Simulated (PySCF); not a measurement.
**CoOH: a search over shapes and spin states**

Which structure and spin state of CoOH lies lowest? The starts are linear and bent; the spin states tried: quintet, triplet and singlet. Each end point is tested by its vibrations.

Program: PySCF 2.14.0. Level of theory: PBE0, basis Co def2-TZVP, O def2-TZVP, H def2-TZVP, no relativity, density fitting. These are calculated values, not measurements.

## Step 1: The starting structure

3 atoms, charge 0, spin multiplicity 5.

Bond lengths: Co1–O2 1.600 Å, Co1–H3 1.430 Å. Angles: O2–Co1–H3 180.0°.

Coordinates in bohr (charge 0 multiplicity 5):
```
Co    0.0000    0.0000    0.0000
O     0.0000    0.0000   -3.0236
H     0.0000    0.0000    2.7023
```

## Step 2: First SCF at the start

One driver script runs all steps and calls PySCF; scf.py shows how it sets up the SCF of each step. The optimiser is the driver's own. After this first run the driver tries any further starts and a stability analysis.

Input file scf.py:

```python
from pyscf import gto, scf, dft
mol = gto.M(atom='''
Co     0.000000     0.000000     0.000000
O      0.000000     0.000000    -1.600000
H      0.000000     0.000000     1.430000''',
    basis={'Co': 'def2-TZVP', 'O': 'def2-TZVP', 'H': 'def2-TZVP'},
    charge=0, spin=4)
mf = dft.UKS(mol, xc='PBE0')
mf.grids.atom_grid = (50, 194)
aux = {'Co': 'def2-universal-JKFIT', 'O': 'def2-universal-JKFIT', 'H': 'def2-universal-JKFIT'}
mf = mf.density_fit(auxbasis=aux)
mf.conv_tol = 1e-08
mf.diis_space = 10
mf.max_cycle = 60
mf.init_guess = 'minao'
mf.verbose = 4
mf.kernel()
```

Started as:

```bash
OMP_NUM_THREADS=2 python axn.py task.json out
```

After this run come: Relaxing the quintet from the linear start; Frequencies; Downhill along the imaginary mode; Hessian and properties; Relaxation: linear start, triplet; Vibrations and properties at this point; Linear start, singlet: relaxation; Is it a minimum? Harmonic modes; Following the imaginary mode; Vibrations and properties at this point; Relaxing the quintet from the bent start; Bent start, triplet: relaxation; Is it a minimum? Harmonic modes.

Before running it: what results should come out? Wanted: lowest minimum; geometry; wavenumbers; dipole moment; highest occupied, lowest empty level; polar-tensor charge of Co1; zero-point energy; atomisation energy; ⟨S²⟩.

As calculated:

| quantity | value |
| --- | --- |
| lowest minimum | quintet, Cs |
| geometry | Co–H 1.596 Å, Co–O 1.628 Å; H–Co–O 157.7° |
| wavenumbers (cm⁻¹) | 200 (a'), 824 (a'), 1812 (a') |
| dipole moment | 1.59 D |
| highest occupied, lowest empty level (either spin) | -8.20, -3.80 eV |
| polar-tensor charge of Co1 | +0.86 e |
| zero-point energy | 17.0 kJ/mol |
| entropy at 298.15 K | 259.9 J/(mol K) |
| atomisation energy (no zero-point energy) | 606 kJ/mol |
| ⟨S²⟩ | 6.025 |

What this shows: The lowest minimum found is the quintet of Cs symmetry; the next, a triplet of Cs symmetry, lies 47.3 kJ/mol higher. In the infrared the band at 200 cm⁻¹ (a', bend) leads. Most of the spin sits on Co1 (Mulliken spin 2.98, against 4 for the whole molecule). A search over typed starts can miss a lower isomer. Open d and f shells are described by one determinant, and the ground state may have another occupation or spin.
